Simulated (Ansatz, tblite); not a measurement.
# Sn6H12 ring rod (Sn4Ge2H12): a ladder of methods and basis sets

Aim: run the singlet of Sn6H12 ring rod (Sn4Ge2H12) at one geometry on many levels, and compare frontier levels, spin and run time.

Program: Ansatz 0.2.0, Gaussian basis. Level of theory: as each input shows. These are calculated values, not measurements.

The runs, in order: GFN1-xTB, GFN2-xTB, PBE-D4/def2-TZVP, r2SCAN-D4/def2-TZVP, B97M-V/def2-TZVP, LDA/def2-TZVP, PBE-D4/def2-SVP, PBE0-D4/def2-SVP, MP2/def2-SVP.

3 further runs of the same task are left out: 3 set aside as unsound or not needed. Runs told in other sessions of the task aren't counted.

### 1 The relaxed structure

The singlet was relaxed beforehand with PBE-D4/def2-SVP.

18 atoms, charge 0, spin multiplicity 1.

Bond lengths: Ge1–Sn4 2.633 Å, Ge1–Ge6 2.446 Å, Ge1–H7 1.557 Å, Ge1–H8 1.556 Å, Sn2–Sn5 2.809 Å, Sn2–Ge6 2.632 Å, Sn2–H9 1.736 Å, Sn2–H10 1.735 Å, Sn3–Sn4 2.811 Å, Sn3–Sn5 2.810 Å, Sn3–H11 1.736 Å, Sn3–H12 1.735 Å, Sn4–H13 1.735 Å, Sn4–H14 1.736 Å, Sn5–H15 1.735 Å, Sn5–H16 1.736 Å, Ge6–H17 1.557 Å, Ge6–H18 1.558 Å. Angles: Sn4–Ge1–Ge6 111.4°, Sn4–Ge1–H7 109.8°, Sn4–Ge1–H8 109.2°, Ge6–Ge1–H7 110.5°, Ge6–Ge1–H8 108.6°, H7–Ge1–H8 107.4°, Sn5–Sn2–Ge6 108.9°, Sn5–Sn2–H9 111.6°, Sn5–Sn2–H10 109.5°, Ge6–Sn2–H9 110.9°, Ge6–Sn2–H10 108.4°, H9–Sn2–H10 107.5°, Sn4–Sn3–Sn5 109.8°, Sn4–Sn3–H11 110.5°, Sn4–Sn3–H12 109.3°, Sn5–Sn3–H11 111.1°, Sn5–Sn3–H12 108.9°, H11–Sn3–H12 107.1° and more.

Sn takes a core potential in the def2 sets. No spin-orbit coupling is included.

PBE0-D4/def2-TZVP was run before; its log isn't repeated, and its numbers join the tables.

### 2 GFN1-xTB

Tight binding, by tblite at 300 K electronic temperature and without a spin-polarisation term:

```python
tblite.interface.Calculator('GFN1-xTB', numbers, positions, charge=0, uhf=0).singlepoint()
```

Energy -540.8693 eV, HOMO -10.86 eV, LUMO -7.73 eV; 0.022 s.

### 3 GFN2-xTB

Tight binding, by tblite at 300 K electronic temperature and without a spin-polarisation term:

```python
tblite.interface.Calculator('GFN2-xTB', numbers, positions, charge=0, uhf=0).singlepoint()
```

Energy -501.1505 eV, HOMO -10.55 eV, LUMO -8.13 eV; 0.021 s.

### 4 PBE-D4/def2-TZVP

start.molden holds the orbitals of an earlier run on this state, given as this run's starting guess.

File in.yaml:

```yaml
crystal:
  periodic: [false, false, false]
  atoms:
    - {symbol: Ge, position_ang: [-0.642273, -0.848885, 2.255745]}
    - {symbol: Sn, position_ang: [2.334587, -0.849235, -0.657475]}
    - {symbol: Sn, position_ang: [-0.899350, 2.374309, -0.863974]}
    - {symbol: Sn, position_ang: [-2.291414, 0.717427, 0.929614]}
    - {symbol: Sn, position_ang: [0.897368, 0.837289, -2.383190]}
    - {symbol: Ge, position_ang: [0.630886, -2.287983, 0.741419]}
    - {symbol: H, position_ang: [-1.441520, -1.708119, 3.279805]}
    - {symbol: H, position_ang: [0.357857, 0.027088, 3.064876]}
    - {symbol: H, position_ang: [3.434944, -1.869574, -1.529617]}
    - {symbol: H, position_ang: [3.273489, 0.111622, 0.441027]}
    - {symbol: H, position_ang: [-2.010467, 3.229718, -1.887018]}
    - {symbol: H, position_ang: [-0.007067, 3.564337, 0.028692]}
    - {symbol: H, position_ang: [-3.399016, -0.275187, 0.036160]}
    - {symbol: H, position_ang: [-3.227895, 1.668779, 2.038829]}
    - {symbol: H, position_ang: [0.005199, -0.139492, -3.506098]}
    - {symbol: H, position_ang: [1.963020, 1.844079, -3.312967]}
    - {symbol: H, position_ang: [-0.356305, -3.005523, -0.226020]}
    - {symbol: H, position_ang: [1.377967, -3.390639, 1.550180]}
basis:
  gaussian: {orbitals: def2-TZVP, initial_orbitals: start.molden}
hamiltonian: {xc: pbe, dispersion: d4}
scf: {omitted_lower_state_checks: [starts]}
output: {orbitals: {seedname: orbitals}}
```

The run is started by

```
$ ansatz run in.yaml --threads 4 --pin off --events-out ev --progress --plain --max-ram 6963MiB
```

Log:

```text
Functional definition: PBE
  name "PBE"
  cite "Perdew, Burke & Ernzerhof, Phys. Rev. Lett. 77, 3865 (1996) doi:10.1103/PhysRevLett.77.3865"
  parent pbe
  parameter kappa = 0.804
  parameter beta = 0.06672455060314922
  exchange = pbe_x(kappa = kappa, mu = beta*pi^2/3)
  correlation = pbe_c(beta = beta)
these checks for a lower state are left out or cut short: starts
2796 factors; their error is unknown
mean field evaluation 1: about -136541.0778 eV, gradient 1.4e1 eV
mean field evaluation 2: about -136541.3518 eV, gradient 3.3e-1 eV
mean field evaluation 4: about -136541.3085 eV, gradient 6.3e-4 eV
mean field -136541.30849089 eV, -5017.8005360173 hartree, gradient 2.3e-5 eV, S^2 0.000000; 0 other end points of the search recorded, 0 dependent functions left out
reference -136541.30858358 eV, -5017.8005394234 hartree; 82, 82 occupied and 286, 286 virtual orbitals, 2796 factors
Total energy: -136541.99209150 eV, -5017.8256578761 hartree
Checks for a lower state left out: starts
```

It took 5.5 s on 4 threads of Intel Xeon Platinum 8488C, shared host; peak memory 1 GiB.

HOMO -6.25 eV, LUMO -2.13 eV.

### 5 r2SCAN-D4/def2-TZVP

in.yaml: that of step 4 with these lines changed.

```diff
@@ -23,3 +23,3 @@
   gaussian: {orbitals: def2-TZVP, initial_orbitals: start.molden}
-hamiltonian: {xc: pbe, dispersion: d4}
+hamiltonian: {xc: r2scan, dispersion: d4}
 scf: {omitted_lower_state_checks: [starts]}
```

Same command.

Log:

```text
Functional definition: r2SCAN
  name "r2SCAN"
  cite "Furness, Kaplan, Ning, Perdew & Sun, J. Phys. Chem. Lett. 11, 8208 (2020) doi:10.1021/acs.jpclett.0c02405"
  cite "Furness, Kaplan, Ning, Perdew & Sun, J. Phys. Chem. Lett. 11, 9248 (2020) doi:10.1021/acs.jpclett.0c03077"
  parent r2scan
  parameter k0 = 0.174
  parameter k1 = 0.065
  parameter a1 = 4.9479
  exchange = r2scan_x(k0 = k0, k1 = k1, a1 = a1)
  correlation = r2scan_c
these checks for a lower state are left out or cut short: starts
2796 factors; their error is unknown
mean field evaluation 1: about -136567.7122 eV, gradient 1.1e1 eV
mean field evaluation 2: about -136567.8328 eV, gradient 1.5e-1 eV
mean field evaluation 4: about -136567.8055 eV, gradient 1.7e-4 eV
mean field -136567.80552866 eV, -5018.7742841950 hartree, gradient 1.7e-5 eV, S^2 0.000000; 0 other end points of the search recorded, 0 dependent functions left out
reference -136567.80555686 eV, -5018.7742852311 hartree; 82, 82 occupied and 286, 286 virtual orbitals, 2796 factors
Total energy: -136567.97574100 eV, -5018.7805393831 hartree
Checks for a lower state left out: starts
```

Wall time 10 s (4 threads of Intel Xeon Platinum 8488C, shared host); peak memory 1.1 GiB.

From the report: HOMO -6.48 eV, LUMO -1.92 eV.

### 6 B97M-V/def2-TZVP

in.yaml: that of step 5 with these lines changed.

```diff
@@ -23,4 +23,4 @@
   gaussian: {orbitals: def2-TZVP, initial_orbitals: start.molden}
-hamiltonian: {xc: r2scan, dispersion: d4}
+hamiltonian: {xc: {name: B97M-V}}
 scf: {omitted_lower_state_checks: [starts]}
-output: {orbitals: {seedname: orbitals}}
+output: {forces: true, orbitals: {seedname: orbitals}}
```

The command is unchanged.

Log, cut to the lines that bear on the results:

```text
Functional definition: B97M-V
  name "B97M-V"
  cite "Mardirossian & Head-Gordon, J. Chem. Phys. 142, 074111 (2015) doi:10.1063/1.4907719"
  cite "Becke, J. Chem. Phys. 107, 8554 (1997) doi:10.1063/1.475007"
  cite "Vydrov & Van Voorhis, J. Chem. Phys. 133, 244103 (2010) doi:10.1063/1.3521275"
  # Of w^i u^j: cxij and so on, Table III.
[...]
  gx(w, u) = cx00 + cx01*u + cx02*u^2 + (cx10 + cx11*u)*w
  gss(w, u) = css00 + css02*u^2 + css10*w + (css32*w^3 + css42*w^4)*u^2
  gos(w, u) = cos00 + cos01*u + cos03*u^3 + cos10*w + cos32*w^3*u^2
[...]
      + integral(e_c_pw_mod_opposite_spin*gos(b97_w_opposite, b97_u_opposite)) + vv10(b, c)
[...]
2796 factors; their error is unknown
[...]
mean field -136538.70632308 eV, -5017.7049081140 hartree, gradient 9.8e-6 eV, S^2 0.000000; 0 other end points of the search recorded, 0 dependent functions left out
[...]
Atom 9 at     3.273489     0.111622     0.441027 Å, force    -0.063464    -0.082366    -0.084496 eV/Å
Atom 10 at    -2.010467     3.229718    -1.887018 Å, force     0.091784    -0.048211     0.088849 eV/Å
Atom 11 at    -0.007067     3.564337     0.028692 Å, force    -0.068315    -0.078534    -0.063676 eV/Å
Atom 12 at    -3.399016    -0.275187     0.036160 Å, force     0.077635     0.068941     0.076696 eV/Å
Atom 13 at    -3.227895     1.668779     2.038829 Å, force     0.059652    -0.091684    -0.087027 eV/Å
Atom 14 at     0.005199    -0.139492    -3.506098 Å, force     0.069750     0.075653     0.074209 eV/Å
Atom 15 at     1.963020     1.844079    -3.312967 Å, force    -0.095766    -0.088422     0.059517 eV/Å
Atom 16 at    -0.356305    -3.005523    -0.226020 Å, force     0.129150     0.091545     0.130534 eV/Å
Atom 17 at     1.377967    -3.390639     1.550180 Å, force    -0.119329     0.137185    -0.116686 eV/Å
Dipole moment:     0.012268    -0.026499     0.014243 e Å
Checks for a lower state left out: starts
```

Wall time 22 s (4 threads of Intel Xeon Platinum 8488C, shared host); peak memory 1.2 GiB.

From the report: HOMO -6.52 eV, LUMO -1.92 eV.

### 7 LDA/def2-TZVP

in.yaml: that of step 6 with these lines changed.

```diff
@@ -23,4 +23,4 @@
   gaussian: {orbitals: def2-TZVP, initial_orbitals: start.molden}
-hamiltonian: {xc: {name: B97M-V}}
+hamiltonian: {xc: lda}
 scf: {omitted_lower_state_checks: [starts]}
-output: {forces: true, orbitals: {seedname: orbitals}}
+output: {orbitals: {seedname: orbitals}}
```

Same command.

Log:

```text
Functional definition: SPW92
  name "SPW92"
  cite "Dirac, Proc. Camb. Phil. Soc. 26, 376 (1930) doi:10.1017/S0305004100016108"
  cite "Slater, Phys. Rev. 81, 385 (1951) doi:10.1103/PhysRev.81.385"
  cite "Perdew & Wang, Phys. Rev. B 45, 13244 (1992) doi:10.1103/PhysRevB.45.13244"
  exchange = slater_x
  correlation = pw_c
these checks for a lower state are left out or cut short: starts
2796 factors; their error is unknown
mean field evaluation 1: about -136347.7033 eV, gradient 3.3e1 eV
mean field evaluation 2: about -136348.5514 eV, gradient 1.1e0 eV
mean field evaluation 4: about -136348.5171 eV, gradient 1.2e-1 eV
mean field -136348.51715899 eV, -5010.7155852484 hartree, gradient 3.1e-5 eV, S^2 0.000000; 0 other end points of the search recorded, 0 dependent functions left out
reference -136348.51724605 eV, -5010.7155884480 hartree; 82, 82 occupied and 286, 286 virtual orbitals, 2796 factors
Total energy: -136348.51724605 eV, -5010.7155884480 hartree
Checks for a lower state left out: starts
```

It took 3.2 s on 4 threads of Intel Xeon Platinum 8488C, shared host; peak memory 1 GiB.

HOMO -6.40 eV, LUMO -2.33 eV.

### 8 PBE-D4/def2-SVP

in.yaml: that of step 7 with these lines changed.

```diff
@@ -22,4 +22,4 @@
 basis:
-  gaussian: {orbitals: def2-TZVP, initial_orbitals: start.molden}
-hamiltonian: {xc: lda}
+  gaussian: {orbitals: def2-SVP, initial_orbitals: start.molden}
+hamiltonian: {xc: pbe, dispersion: d4}
 scf: {omitted_lower_state_checks: [starts]}
```

Launched as before.

Log:

```text
Functional definition: PBE
  name "PBE"
  cite "Perdew, Burke & Ernzerhof, Phys. Rev. Lett. 77, 3865 (1996) doi:10.1103/PhysRevLett.77.3865"
  parent pbe
  parameter kappa = 0.804
  parameter beta = 0.06672455060314922
  exchange = pbe_x(kappa = kappa, mu = beta*pi^2/3)
  correlation = pbe_c(beta = beta)
these checks for a lower state are left out or cut short: starts
2562 factors; their error is unknown
mean field evaluation 1: about -136525.6352 eV, gradient 4.1e1 eV
mean field evaluation 2: about -136526.1361 eV, gradient 8.5e-1 eV
mean field evaluation 4: about -136526.0568 eV, gradient 9.1e-2 eV
mean field -136526.05677117 eV, -5017.2400456555 hartree, gradient 2.4e-5 eV, S^2 0.000000; 0 other end points of the search recorded, 0 dependent functions left out
reference -136526.05684185 eV, -5017.2400482530 hartree; 82, 82 occupied and 146, 146 virtual orbitals, 2562 factors
Total energy: -136526.74034977 eV, -5017.2651667057 hartree
Checks for a lower state left out: starts
```

Run time: 2.5 s. Hardware: 4 threads of Intel Xeon Platinum 8488C, shared host.

Report: HOMO -6.20 eV, LUMO -1.99 eV.

### 9 PBE0-D4/def2-SVP

in.yaml: that of step 8 with these lines changed.

```diff
@@ -23,3 +23,3 @@
   gaussian: {orbitals: def2-SVP, initial_orbitals: start.molden}
-hamiltonian: {xc: pbe, dispersion: d4}
+hamiltonian: {xc: pbe0, dispersion: d4}
 scf: {omitted_lower_state_checks: [starts]}
```

Same command.

Log:

```text
Functional definition: PBE0
  name "PBE0"
  cite "Adamo & Barone, J. Chem. Phys. 110, 6158 (1999) doi:10.1063/1.478522"
  cite "Perdew, Burke & Ernzerhof, Phys. Rev. Lett. 77, 3865 (1996) doi:10.1103/PhysRevLett.77.3865"
  parent pbe
  parameter a = 0.25
  parameter kappa = 0.804
  parameter beta = 0.06672455060314922
  exchange = (1 - a)*pbe_x(kappa = kappa, mu = beta*pi^2/3) + a*exact_x
  correlation = pbe_c(beta = beta)
these checks for a lower state are left out or cut short: starts
2612 factors; integrals over basis functions are off by at most 1.1e-3 eV
mean field evaluation 1: about -136530.4042 eV, gradient 3.9e1 eV
mean field evaluation 2: about -136530.6664 eV, gradient 3.1e-1 eV
mean field evaluation 4: about -136530.7424 eV, gradient 9.1e-4 eV
mean field -136530.74244581 eV, -5017.4122410224 hartree, gradient 2.5e-5 eV, S^2 0.000000; 0 other end points of the search recorded, 0 dependent functions left out
reference -136530.74249870 eV, -5017.4122429661 hartree; 82, 82 occupied and 146, 146 virtual orbitals, 2612 factors
Total energy: -136531.35465825 eV, -5017.4347394145 hartree
Checks for a lower state left out: starts
```

Run time: 7 s. Hardware: 4 threads of Intel Xeon Platinum 8488C, shared host; peak memory 1 GiB.

Report: HOMO -7.10 eV, LUMO -1.23 eV.

### 10 MP2/def2-SVP

in.yaml: that of step 9 with these lines changed.

```diff
@@ -23,3 +23,3 @@
   gaussian: {orbitals: def2-SVP, initial_orbitals: start.molden}
-hamiltonian: {xc: pbe0, dispersion: d4}
+correlation: {method: mp2}
 scf: {omitted_lower_state_checks: [starts]}
```

Launched as before.

Log:

```text
Functional definition: HF
  name "HF"
  cite "Fock, Z. Phys. 61, 126 (1930) doi:10.1007/BF01340294"
  parent pbe
  exchange = exact_x
  correlation = 0
these checks for a lower state are left out or cut short: starts
2612 factors; integrals over basis functions are off by at most 1.1e-3 eV
mean field evaluation 1: about -136343.4807 eV, gradient 4.6e1 eV
mean field evaluation 2: about -136345.2641 eV, gradient 2.2e0 eV
mean field evaluation 4: about -136345.4568 eV, gradient 5.4e-1 eV
mean field evaluation 8: about -136345.4580 eV, gradient 2.2e-5 eV
mean field -136345.45796956 eV, -5010.6031621107 hartree, gradient 1.7e-6 eV, S^2 0.000000; 0 other end points of the search recorded, 0 dependent functions left out
34 core orbitals not correlated: weight in the atoms' cores, before any rotation towards them, 1.000 or more for the frozen orbitals, at most 0.000 for the correlated occupied ones
reference -136345.45796956 eV, -5010.6031621107 hartree; 48, 48 occupied and 146, 146 virtual orbitals, 2612 factors
second order -25.08117137 eV of doubles, -0.00000000 eV of singles
Total energy: -136370.53914093 eV, -5011.5248781580 hartree
Checks for a lower state left out: starts
```

Wall time 7.5 s (4 threads of Intel Xeon Platinum 8488C, shared host); peak memory 1.1 GiB.

Report: Hartree-Fock HOMO -8.97 eV, LUMO 1.85 eV.

### 11 Levels side by side

```
              level  functions  HOMO (eV)  LUMO (eV)  gap (eV)   time
      LDA/def2-TZVP        368      -6.40      -2.33      4.06  3.2 s
    PBE-D4/def2-SVP        228      -6.20      -1.99      4.21  2.5 s
   PBE-D4/def2-TZVP        368      -6.25      -2.13      4.12  5.5 s
r2SCAN-D4/def2-TZVP        368      -6.48      -1.92      4.56   10 s
   B97M-V/def2-TZVP        368      -6.52      -1.92      4.60   22 s
   PBE0-D4/def2-SVP        228      -7.10      -1.23      5.88    7 s
  PBE0-D4/def2-TZVP        368      -7.12      -1.34      5.77   17 s
```

The pieces so far (eV):

```
   basis            HF  MP2 correlation               total
def2-SVP  -136345.4580         -25.0812  -136370.5391 (MP2)
```

### 12 Binding energy

Free atoms were run apart at each level; binding is atoms less cluster, divided by the number of atoms, without zero-point or spin-orbit terms.

```
              level  binding an atom (eV)
        HF/def2-SVP                 1.740
      LDA/def2-TZVP                 2.837
    PBE-D4/def2-SVP                 2.454
   PBE-D4/def2-TZVP                 2.463
r2SCAN-D4/def2-TZVP                 2.498
   B97M-V/def2-TZVP                 2.559
   PBE0-D4/def2-SVP                 2.455
  PBE0-D4/def2-TZVP                 2.465
       MP2/def2-SVP                 2.276
```

### 13 Outcome

| quantity | value |
| --- | --- |
| gap in def2-TZVP, named functionals, smallest and largest | 4.06 eV (LDA), 5.77 eV (PBE0-D4) |
| correlation energy, MP2/def2-SVP | -25.08 eV |
| binding an atom, functionals in def2-TZVP | 2.46 (PBE-D4) to 2.84 eV (LDA) |
| PBE0 total energy, smallest basis above largest | 15.06 eV (def2-SVP, def2-TZVP) |

In words: Orbital gaps of the named functionals in def2-TZVP span 4.06 eV (LDA) to 5.77 eV (PBE0-D4); exact exchange widens it.

The slowest run with a step of its own, B97M-V/def2-TZVP, took 22 s; the quickest functional in def2-TZVP took 3.2 s (shared host).
